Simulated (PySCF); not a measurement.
# CH6NOPSi (SMILES C=N[SiH](O)P): PBE0/ma-def2-SVP

What is the vertical singlet–triplet gap of CH6NOPSi at PBE0/ma-def2-SVP? The job is set up through a Python script.

Program for the calculation: PySCF 2.14.0.

## (1) The system as given

CH6NOPSi: 11 atoms, total charge 0, spin state singlet. SMILES: `C=N[SiH](O)P`. The shape is that of a GFN2-xTB optimisation. This is one conformer, not always the lowest.

Bond lengths: C1–N2 1.246 Å, N2–Si3 1.739 Å, Si3–O4 1.623 Å, Si3–P5 2.241 Å, C1–H6 1.097 Å, C1–H7 1.087 Å, Si3–H8 1.464 Å, O4–H9 0.954 Å, P5–H10 1.382 Å, P5–H11 1.387 Å. Some angles: C1–N2–Si3 129.0°, N2–Si3–O4 107.6°, N2–Si3–P5 113.1°, O4–Si3–P5 103.5°, N2–C1–H6 124.3°, N2–C1–H7 119.5°, N2–Si3–H8 103.2°, O4–Si3–H8 111.5°, P5–Si3–H8 117.7°, Si3–O4–H9 119.4°.

## (2) The energy at PBE0/ma-def2-SVP

input.py

```python
from pyscf import gto, dft

mol = gto.M(
    atom='''
C       -1.052390       0.856460       1.533290
N       -0.356270      -0.155800       1.322370
Si       0.534020      -0.593970      -0.106200
O        0.070560      -2.090020      -0.533680
P       -0.000890       0.650950      -1.890730
H       -1.209920       1.661220       0.804950
H       -1.550620       0.973750       2.492000
H        1.925390      -0.571900       0.347530
H       -0.107530      -2.736840       0.144920
H        1.062880       0.235330      -2.668850
H        0.684780       1.770830      -1.445590
''',
    charge=0,
    verbose=3,
    basis='ma-def2-svp',
    max_memory=1860,
)

myscf = dft.RKS(mol)
myscf.xc = 'pbe0'
myscf.grids.level = 4
myscf.conv_tol = 1e-10
myscf.kernel()
if not myscf.converged:
    myscf = myscf.newton().run(myscf.mo_coeff, myscf.mo_occ)

etot = myscf.e_tot
print(f'total energy: {etot:.8f} hartree')
```

Launch:

```
$ OMP_NUM_THREADS=1 python input.py
```

Standard output:

```text
converged SCF energy = -801.785770322751
total energy: -801.78577032 hartree
```

Wall time 26 s (1 thread of Arm Neoverse V1, shared host); peak memory 0.59 GiB.

## (3) The triplet, same level

Edit input.py of step 2 so:

```diff
@@ -16,17 +16,17 @@
 ''',
+    basis='ma-def2-svp',
     charge=0,
     verbose=3,
-    basis='ma-def2-svp',
     max_memory=1860,
+    spin=2,
 )
 
-myscf = dft.RKS(mol)
-myscf.xc = 'pbe0'
-myscf.grids.level = 4
-myscf.conv_tol = 1e-10
-myscf.kernel()
-if not myscf.converged:
-    myscf = myscf.newton().run(myscf.mo_coeff, myscf.mo_occ)
+calc0 = dft.UKS(mol, xc='pbe0')
+calc0.grids.level = 4
+calc0.conv_tol = 1e-10
+calc0.kernel()
+if not calc0.converged:
+    calc0 = calc0.newton().run(calc0.mo_coeff, calc0.mo_occ)
 
-etot = myscf.e_tot
-print(f'total energy: {etot:.8f} hartree')
+energy = calc0.e_tot
+print('E(%s) = %.9f' % ('PBE0', energy))
```

Launch:

```
$ OMP_NUM_THREADS=1 python input.py
```

Standard output:

```text
WARN: HOMO -0.10285584849305 >= LUMO -0.279510426154638

WARN: HOMO -0.041711694485008 >= LUMO -0.119053692383338

WARN: HOMO -0.124333780186175 >= LUMO -0.199115012826031

WARN: HOMO -0.119735173392589 >= LUMO -0.166021302508675

WARN: HOMO -0.131517556582253 >= LUMO -0.168915825443544

WARN: HOMO -0.134888807279413 >= LUMO -0.163902897861978

WARN: HOMO -0.13489214423111 >= LUMO -0.162773823035893

WARN: HOMO -0.135325302160007 >= LUMO -0.162814601760369

WARN: HOMO -0.135189638546598 >= LUMO -0.162791883033252

WARN: HOMO -0.135279260041972 >= LUMO -0.162843073487934

WARN: HOMO -0.135293873560721 >= LUMO -0.162827338792822

WARN: HOMO -0.135277982736004 >= LUMO -0.162825834406167

WARN: HOMO -0.135280809686094 >= LUMO -0.162823540727619

WARN: HOMO -0.135280472318558 >= LUMO -0.162824615246376

WARN: HOMO -0.135279960426467 >= LUMO -0.162823724010675

WARN: HOMO -0.135280364154051 >= LUMO -0.162824303425366

WARN: HOMO -0.135279633578172 >= LUMO -0.162823682276456

converged SCF energy = -801.659869227446  <S^2> = 2.0067175  2S+1 = 3.004475
E(PBE0) = -801.659869227
```

It took 64 s on 1 thread of Arm Neoverse V1, shared host; peak memory 0.61 GiB.

## (4) Results

Level: PBE0/ma-def2-SVP.

| quantity | value |
| --- | --- |
| singlet: total energy | -801.78577 Eh |
| singlet: dipole moment | 1.53 D |
| singlet: HOMO energy | -7.10 eV |
| singlet: LUMO energy | -1.17 eV |
| singlet: HOMO–LUMO gap | 5.93 eV |
| triplet: total energy | -801.65987 Eh |
| triplet: dipole moment | 0.99 D |
| triplet: HOMO energy (highest over α and β) | -3.68 eV |
| triplet: ⟨S²⟩ | 2.007 |
| vertical energy of the triplet above the singlet | 3.426 eV |

What this shows: At this shape the triplet lies 3.43 eV (331 kJ/mol) above the singlet. Mulliken charges (triplet) run from -0.74 on O4 to +0.68 on Si3; they depend strongly on the basis.
